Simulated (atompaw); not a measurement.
# Pseudopotential generation for lanthanum: PAW (atompaw), PBE

Do these settings give a usable potential? It is generated, then checked for scattering, ghosts and hardness.

Program: atompaw 4.2.0.5. Reference atom: PBE, scalar-relativistic, spherical and spin-unpolarised. All values are calculated.

## (1) The atom and the settings

The settings as typed:

| Quantity | Value |
| --- | --- |
| element | lanthanum (La, Z = 57) |
| type | PAW |
| frozen core | [Kr] 4d10 |
| valence charge | 11 |
| reference configuration | 4f0 5s2 5p6 5d1 6s1 6p1 |
| partial waves | 5s (bound); 6s (bound); 5p (bound); 6p (bound); 5d (bound); 5d channel at 0.1 Ry; 4f (bound, empty); 4f channel at 1.8 Ry |
| local potential | vpsmatchnc scheme with l = 4 at -0.5 Ry, radius 2.45 bohr |
| core correction | smooth core density matched at 2.30 bohr |
| augmentation charge | besselshape compensation charge, radius 2.30 bohr; PAW radius 3.00 bohr; waves and projectors: bloechl |

The outer shells as boxes (Hund's rule for the drawing; the calculation is spin-unpolarised):

```
[Kr] core
4d [↑↓][↑↓][↑↓][↑↓][↑↓]
4f [  ][  ][  ][  ][  ][  ][  ]
5s [↑↓]
5p [↑↓][↑↓][↑↓]
5d [↑ ][  ][  ][  ][  ]
6s [↑ ]
6p [↑ ][  ][  ]
```

## (2) Generating the potential

La.input reads:

```
La 57
GGA-PBE scalarrelativistic loggrid 2001 logderivrange -5 5 251
6 6 5 4 0 0
6 0 1
6 1 1
5 2 1
4 3 0
0 0 0
c
c
c
c
v
v
c
c
c
v
v
c
c
v
v
3
3.00 2.30 2.45 2.30
n
n
y
0.1
n
y
1.8
n
bloechl besselshape
4 -0.5 vpsmatchnc
PWSCFOUT
UPFDX 0.0125d0 UPFXMIN -7.d0 UPFZMESH 57.d0
END
```

Run with:

```bash
$ atompaw < La.input > La.log
```

Before running it: what results should come out? Wanted: cutoffs for 10 and 1 mRy, occupied levels; bound ghosts; largest phase difference near zero energy, channels read; lowest eigenvalue of the overlap; share of valence orbitals outside the PAW sphere; UPF file.

As calculated:

```
                                                quantity                                              value
               cutoffs for 10 and 1 mRy, occupied levels                                    45 Ry and 60 Ry
                                            bound ghosts                                      s at -6.17 eV
largest phase difference near zero energy, channels read                                          3.134 rad
         lowest eigenvalue of the overlap (Bessel basis)                                          0.005 (d)
        share of valence orbitals outside the PAW sphere  5s 1 %, 6s 84 %, 5p 4 %, 6p 95 %, 5d 39 %, 4f 2 %
                                                UPF file                                        not written
```

What this shows: It has a bound ghost (s), a state that the atom doesn't have, and that rules the file out. The overlap operator is nearly singular (0.005). The potential is of middling hardness: the looser tolerance needs 45 Ry. Near zero energy the largest phase difference among the channels read is 3.13 rad, in the d channel. A step near π is an extra or missing state, not a misfit of shape. The pseudo curves have a pole with no partner nearby in the atom's: s at -0.46 Ry. The pseudo core plus compensation charge is negative at some radii, so no UPF file was written. All of this concerns the isolated atom, not yet a solid.
